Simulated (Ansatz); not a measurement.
# YCo: the cost of one run

Computed with Ansatz 0.2.0 (DFT PBEsol, with the methods named in each step, unless a step's input says otherwise).

### 1 The starting structure

Symmetry: Cmcm, No. 63, orthorhombic system. The conventional cell has a = 4.135 Å, b = 10.430 Å, c = 3.847 Å, α = 90.00°, β = 90.00°, γ = 90.00°. Y (site symmetry m2m) has 7 Co at 2.91 to 3.17 Å in its first shell of neighbours. Co (site symmetry m2m) has 2 Co at 2.22 Å in its first shell of neighbours.

Coordinates:

```cif
data_structure
_symmetry_space_group_name_H-M 'Cmcm'
_symmetry_Int_Tables_number 63
_cell_length_a 4.1350
_cell_length_b 10.4303
_cell_length_c 3.8465
_cell_angle_alpha 90.000
_cell_angle_beta 90.000
_cell_angle_gamma 90.000
_cell_volume 165.90
loop_
_atom_site_label
_atom_site_type_symbol
_atom_site_symmetry_multiplicity
_atom_site_Wyckoff_symbol
_atom_site_fract_x
_atom_site_fract_y
_atom_site_fract_z
_atom_site_occupancy
Y1 Y 4 c 0.50000 0.35722 0.25000 1
Co1 Co 4 c 0.50000 0.05321 0.25000 1
```

The file gives the conventional cell by its symmetry; the runs use the cell typed in the input.

Atoms are numbered in the order of the input: Y1, Y2, Co3, Co4.

### 2 Free moments, LAPW

Contents of input.yaml:

```yaml
crystal:
  lattice:
    - [2.067491779, -5.2151665575, 0.0]
    - [2.067491779, 5.2151665575, 0.0]
    - [0.0, 0.0, 3.84650815]
  atoms:
    - { symbol: "Y", position: [0.14277756, 0.85722244, 0.75], spin: -0.6 }
    - { symbol: "Y", position: [0.85722244, 0.14277756, 0.25], spin: -0.6 }
    - { symbol: Co, position: [0.44679314, 0.55320686, 0.75], spin: 2.0 }
    - { symbol: Co, position: [0.55320686, 0.44679314, 0.25], spin: 2.0 }
magnetization:
  spin_polarized: true
kpoints:
  mp_grid: { grid: [9, 9, 9] }
scf:
  occupations: { method: fermi_dirac, width: 0.03 }
hamiltonian:
  xc: pbesol
  pseudopotentials: { kind: all_electron, lapw: { basis_error: 0.001 } }
output:
  forces: true
  stress: true
  eigenvalues: false
  populations: true
```

Started as:

```bash
$ ansatz run input.yaml --threads 2 --pin off --max-ram 6144MiB --backend cpu --events-out ev --progress --plain --runs-dir out
```

What time and memory should one allow on 2 threads of Arm Neoverse V1, shared host?

About 7 min, with a peak of 2.2 GiB.
